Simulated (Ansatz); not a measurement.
# ClHOZn: the cost of one run

All numbers below are computed with Ansatz 0.2.0 (RKS PBE-D4/def2-SVP).

**1. Starting point**

Bond lengths: Zn1–O2 1.790 Å, O2–H3 1.010 Å, Zn1–Cl4 2.240 Å. Angles: Zn1–O2–H3 109.5°, O2–Zn1–Cl4 180.0°.

As a file:

```xyz
4

Zn    0.0000    0.0000    0.0000
O     0.0000    0.0000    1.7900
H    -0.9095   -0.2814    2.1271
Cl    0.0000    0.0000   -2.2400
```

**2. Preparing the start**

input.yaml reads:

```yaml
crystal:
  periodic: [false, false, false]
  atoms:
    - { symbol: Zn, position_ang: [0.0, 0.0, 0.0] }
    - { symbol: O, position_ang: [0.0, 0.0, 1.79] }
    - { symbol: H, position_ang: [-0.9095, -0.2814, 2.1271] }
    - { symbol: Cl, position_ang: [0.0, 0.0, -2.24] }
basis:
  gaussian: { orbitals: def2-SVP }
hamiltonian:
  xc: pbe
  dispersion: d4
relax:
  f_tol: 0.02
  max_steps: 40
```

The run is started by

```sh
$ ansatz run input.yaml --threads 1 --pin off --max-ram 2048MiB --backend cpu --events-out ev --progress --plain --runs-dir out
```

Q: Estimate wall time and peak memory on 1 thread of Arm Neoverse V1, shared host.

About 13 s, with a peak of 0.13 GiB.
